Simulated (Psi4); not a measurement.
# InNH4 (SMILES [NH2][InH2]) at revPBE/def2-SVP (core potential), part 2 of 2

Psi4 1.11. The steps go on from the part before.

## Step 3: The distorted shape: the energy at revPBE/def2-SVP (core potential)

h4inn.inp reads:

```
memory 2200 mb

molecule geom {
  0 1
  N     -0.152810    -0.964988     0.136476
  In     0.034690     1.031412     0.051576
  H     -0.658610    -1.457388     0.853276
  H      0.311900    -1.697300    -0.629300
  H      0.951890     1.616012    -1.270824
  H     -0.748010     1.885812     1.311976
  symmetry c1
  no_reorient
  no_com
}

set {
  puream true
  e_convergence 1e-09
  d_convergence 1e-08
  scf_type pk
  dft_radial_points 99
  dft_spherical_points 590
}

energy_value, wavefunction = energy("revpbe/def2-SVP", return_wfn=True)
oeprop(wavefunction, "WIBERG_LOWDIN_INDICES", "MAYER_INDICES", "LOWDIN_CHARGES", title="REVPBE")
```

On the command line:

```
$ psi4 -i h4inn.inp -o h4inn.out -n 1
```

h4inn.out:

```text
Psi4 1.11 release

   => Loading Basis Set <=

    Name: DEF2-SVP
    Role: ORBITAL
    Keyword: BASIS

    !!!  WARNING: ECP capability is in beta. Please check occupations closely.  !!!

         ---------------------------------------------------------
                                   SCF
                              RKS Reference
                        1 Threads,   2098 MiB Core
         ---------------------------------------------------------

  ==> Geometry <==

    Molecular point group: c1
    Full point group: C1

    Geometry (in Angstrom), charge = 0, multiplicity = 1:

       Center              X                  Y                   Z               Mass
    ------------   -----------------  -----------------  -----------------  -----------------
         N           -0.152810000000    -0.964988000000     0.136476000000    14.003074004430
         IN           0.034690000000     1.031412000000     0.051576000000   114.903878776000
         H           -0.658610000000    -1.457388000000     0.853276000000     1.007825032230
         H            0.311900000000    -1.697300000000    -0.629300000000     1.007825032230
         H            0.951890000000     1.616012000000    -1.270824000000     1.007825032230
         H           -0.748010000000     1.885812000000     1.311976000000     1.007825032230

  Running in c1 symmetry.

  Rotational constants: A =      2.37757  B =      0.11469  C =      0.10941 [cm^-1]
  Rotational constants: A =  71277.70613  B =   3438.30817  C =   3280.08716 [MHz]
  Nuclear repulsion =   70.056173853778105

  Charge       = 0
  Multiplicity = 1
  Electrons    = 32
  Nalpha       = 16
  Nbeta        = 16

  ==> Algorithm <==

  SCF Algorithm Type is PK.
  DIIS enabled.
  MOM disabled.
  Fractional occupation disabled.
  Guess Type is SAD.
  Energy threshold   = 1.00e-09
  Density threshold  = 1.00e-08
  Integral threshold = 1.00e-12

  ==> Primary Basis <==

  Basis Set: DEF2-SVP
    Blend: DEF2-SVP
    Number of shells: 28
    Number of basis functions: 60
    Number of Cartesian functions: 63
    Spherical Harmonics?: true
    Max angular momentum: 2

  Core potential: DEF2-SVP
    Number of shells: 4
    Number of ECP primitives: 18
    Number of ECP core electrons: 28
    Max angular momentum: 3

  ==> DFT Potential <==

   => LibXC <=

    Version 7.1.2

   => Composite Functional: REVPBE <=

    revPBE GGA Exchange-Correlation Functional

    Deriv               =              1
    GGA                 =           TRUE
    Meta                =          FALSE

    Exchange Hybrid     =          FALSE
    MP2 Hybrid          =          FALSE

   => Exchange Functionals <=

    1.0000   XC_GGA_X_PBE_R

   => Correlation Functionals <=

    1.0000     XC_GGA_C_PBE

   => LibXC Density Thresholds  <==

    XC_GGA_C_PBE:  1.00E-12
    XC_GGA_X_PBE_R:  1.00E-15

   => Molecular Quadrature <=

    Radial Scheme          =       TREUTLER
    Pruning Scheme         =           NONE
    Nuclear Scheme         =       TREUTLER

    Blocking Scheme        =         OCTREE
    BS radius alpha        =              1
    Pruning alpha          =              1
    Radial Points          =             99
    Spherical Points       =            590
    Total Points           =         334968
    Total Blocks           =           2437
    Max Points             =            256
    Max Functions          =             60
    Weights Tolerance      =       1.00E-15

  ==> Integral Setup <==

  Using in-core PK algorithm.
   Calculation information:
      Number of atoms:                   6
      Number of AO shells:              28
      Number of primitives:             55
      Number of atomic orbitals:        63
      Number of basis functions:        60

      Integral cutoff                 1.00e-12
      Number of threads:                 1

  Performing in-core PK
  Using 3350730 doubles for integral storage.
  We computed 81983 shell quartets total.
  Whereas there are 82621 unique shell quartets.

  ==> DiskJK: Disk-Based J/K Matrices <==

    J tasked:                  Yes
    K tasked:                   No
    wK tasked:                  No
    Memory [MiB]:             1075
    Schwarz Cutoff:          1E-12

  Cached 100.0% of DFT collocation blocks in 0.487 [GiB].

  Minimum eigenvalue in the overlap matrix is 2.3658770503E-02.
  Reciprocal condition number of the overlap matrix is 5.3014634691E-03.
    Using symmetric orthogonalization.

  ==> Pre-Iterations <==

  SCF Guess: Superposition of Atomic Densities via on-the-fly atomic UHF (no occupation information).

   -------------------------
    Irrep   Nso     Nmo
   -------------------------
     A         60      60
   -------------------------
    Total      60      60
   -------------------------

  ==> Iterations <==

                        Total Energy        Delta E     RMS |[F,P]|

   @RKS iter SAD:  -246.09686835389681   -2.46097e+02   0.00000e+00
   @RKS iter   1:  -246.81393010923244   -7.17062e-01   1.56479e-02 ADIIS/DIIS
   @RKS iter   2:  -244.27927689555702    2.53465e+00   3.00829e-02 ADIIS/DIIS
   @RKS iter   3:  -247.19160617735932   -2.91233e+00   3.71779e-03 ADIIS/DIIS
   @RKS iter   4:  -247.22857655218442   -3.69704e-02   1.94678e-03 ADIIS/DIIS
   @RKS iter   5:  -247.23730559654385   -8.72904e-03   3.61170e-04 ADIIS/DIIS
   @RKS iter   6:  -247.23759996153549   -2.94365e-04   5.78259e-05 DIIS
   @RKS iter   7:  -247.23761001526861   -1.00537e-05   1.14757e-05 DIIS
   @RKS iter   8:  -247.23761039935658   -3.84088e-07   2.33931e-06 DIIS
   @RKS iter   9:  -247.23761041215172   -1.27951e-08   8.62517e-07 DIIS
   @RKS iter  10:  -247.23761041411967   -1.96795e-09   2.61769e-07 DIIS
   @RKS iter  11:  -247.23761041426937   -1.49697e-10   5.00208e-08 DIIS
   @RKS iter  12:  -247.23761041427409   -4.71800e-12   5.48460e-09 DIIS
  Energy and wave function converged.

  ==> Post-Iterations <==

   Electrons on quadrature grid:
      Ntotal   =   31.9999998990 ; deviation = -1.010e-07

    Orbital Energies [Eh]
    ---------------------

    Doubly Occupied:

       1A    -13.991474     2A     -4.470885     3A     -2.917720
       4A     -2.908008     5A     -2.907792     6A     -0.729457
       7A     -0.681828     8A     -0.675182     9A     -0.675023
      10A     -0.675009    11A     -0.657225    12A     -0.398492
      13A     -0.382895    14A     -0.278039    15A     -0.253894
      16A     -0.197585

    Virtual:

      17A     -0.055717    18A     -0.018326    19A      0.014755
      20A      0.068510    21A      0.077985    22A      0.109780
      23A      0.136979    24A      0.163660    25A      0.171691
      26A      0.229960    27A      0.299020    28A      0.359997
      29A      0.410805    30A      0.427922    31A      0.467449
      32A      0.512344    33A      0.588539    34A      0.666305
      35A      0.710979    36A      0.762593    37A      0.831991
      38A      0.884061    39A      0.922281    40A      1.235427
      41A      1.421249    42A      1.488331    43A      1.513975
      44A      1.528122    45A      1.535143    46A      1.658549
      47A      1.702736    48A      1.809453    49A      1.863799
      50A      1.924012    51A      2.080189    52A      2.306103
      53A      2.477977    54A      2.541905    55A      2.909060
      56A      3.202102    57A     15.804382    58A     16.253669
      59A     16.733534    60A     61.075759

    Final Occupation by Irrep:
              A
    DOCC [    16 ]
    NA   [    16 ]
    NB   [    16 ]

  @RKS Final Energy:  -247.23761041427409

   => Energetics <=

    Nuclear Repulsion Energy =             70.0561738537781054
    One-Electron Energy =                -551.2629565914135128
    Two-Electron Energy =                 259.0327144062268871
    DFT Exchange-Correlation Energy =     -25.0635420828655526
    Empirical Dispersion Energy =           0.0000000000000000
    VV10 Nonlocal Energy =                  0.0000000000000000
    Total Energy =                       -247.2376104142740871

Computation Completed

Properties will be evaluated at   0.000000,   0.000000,   0.000000 [a0]

Properties computed using the SCF density matrix

 Multipole Moments:

 ------------------------------------------------------------------------------------
     Multipole            Electronic (a.u.)      Nuclear  (a.u.)        Total (a.u.)
 ------------------------------------------------------------------------------------

 L = 1.  Multiply by 2.5417464519 to convert [e a0] to [Debye]
 Dipole X            :          0.8876105           -0.9146463           -0.0270358
 Dipole Y            :        -29.2115340           28.8218610           -0.3896730
 Dipole Z            :         -4.3457086            4.3530900            0.0073814
 Magnitude           :                                                    0.3906795

 ------------------------------------------------------------------------------------

	total time  =         11 seconds =       0.18 minutes

Properties will be evaluated at   0.000000,   0.000000,   0.000000 [a0]

Properties computed using the REVPBE density matrix

  Lowdin Charges: (a.u.)
   Center  Symbol    Alpha    Beta     Spin     Total
       1     N     3.61595  3.61595  0.00000 -0.23191
       2    IN    10.36447 10.36447  0.00000  0.27106
       3     H     0.47412  0.47412  0.00000  0.05177
       4     H     0.44613  0.44613  0.00000  0.10775
       5     H     0.54987  0.54987  0.00000 -0.09974
       6     H     0.54947  0.54947  0.00000 -0.09893

  Total alpha = 16.00000, Total beta = 16.00000, Total charge = -0.00000

  Mayer Bond Indices:

  Irrep: 1 Size: 6 x 6

                 1                   2                   3                   4                   5

    1     0.00000000000000     1.23457899972320     0.95457309560693     0.93707254912333     0.01699374619731
    2     1.23457899972320     0.00000000000000     0.01721541355081     0.01773991228346     0.93471634054276
    3     0.95457309560693     0.01721541355081     0.00000000000000     0.00575760758268     0.00681492857768
    4     0.93707254912333     0.01773991228346     0.00575760758268     0.00000000000000    -0.00000738348254
    5     0.01699374619731     0.93471634054276     0.00681492857768    -0.00000738348254     0.00000000000000
    6     0.01572587492825     0.93210298830438     0.00025359620638     0.01054910979408     0.04240850736465

                 6

    1     0.01572587492825
    2     0.93210298830438
    3     0.00025359620638
    4     0.01054910979408
    5     0.04240850736465
    6     0.00000000000000

  Atomic Valences:

 #  #
 Irrep: 1
      1:    3.158944265579021
      2:    3.136353654404595
      3:    0.984614641524484
      4:    0.971111795301005
      5:    1.000926139199857
      6:    1.001040076597742

  Wiberg Bond Indices using Orthogonal Lowdin Orbitals:

  Irrep: 1 Size: 6 x 6

                 1                   2                   3                   4                   5

    1     0.00000000000000     1.41311415035436     1.06360400552052     0.99032977201796     0.01716413570889
    2     1.41311415035436     0.00000000000000     0.06030685990325     0.05004614048098     0.99445596775946
    3     1.06360400552052     0.06030685990325     0.00000000000000     0.03227548316506     0.00733210925498
    4     0.99032977201796     0.05004614048098     0.03227548316506     0.00000000000000     0.00112829407032
    5     0.01716413570889     0.99445596775946     0.00733210925498     0.00112829407032     0.00000000000000
    6     0.01670388412727     0.99197279111361     0.00173210431753     0.01007795359932     0.02600488926698

                 6

    1     0.01670388412727
    2     0.99197279111361
    3     0.00173210431753
    4     0.01007795359932
    5     0.02600488926698
    6     0.00000000000000

  Atomic Valences:

 #  #
 Irrep: 1
      1:    3.500915947728995
      2:    3.509895909611663
      3:    1.165250562161343
      4:    1.083857643333644
      5:    1.046085396060615
      6:    1.046491622424700

    Psi4 run time: 0:00:11.10
```

Run time: 13 s. Hardware: 1 thread of Intel Xeon Platinum 8259CL at 2.50GHz (Skylake/Cascade Lake), shared host; peak memory 0.75 GiB.

## Step 4: Summary of results

The summary covers parts 1 to 2.

Level: revPBE/def2-SVP (core potential).

| quantity | value |
| --- | --- |
| first shape: total energy | -247.24842 Eh |
| first shape: dipole moment | 0.98 D |
| first shape: HOMO energy | -5.43 eV |
| first shape: LUMO energy | -1.53 eV |
| first shape: HOMO–LUMO gap | 3.90 eV |
| first shape: largest force on an atom | 0.746 eV/Å |
| distorted shape: total energy | -247.23761 Eh |
| distorted shape: dipole moment | 0.99 D |
| distorted shape: HOMO energy | -5.38 eV |
| distorted shape: LUMO energy | -1.52 eV |
| distorted shape: HOMO–LUMO gap | 3.86 eV |
| energy change with the N1–H4 bond stretched from 1.006 to 1.157 Å | 0.294 eV |

With the N1–H4 bond stretched from 1.006 to 1.157 Å the energy rises by 0.29 eV (28.4 kJ/mol). The first shape isn't relaxed at this level, so the change isn't measured from a minimum. The largest force (first shape) is 0.75 eV/Å: the shape isn't a stationary point for this species at this level. Mulliken charges (first shape) run from -0.38 on N1 to +0.33 on In2.
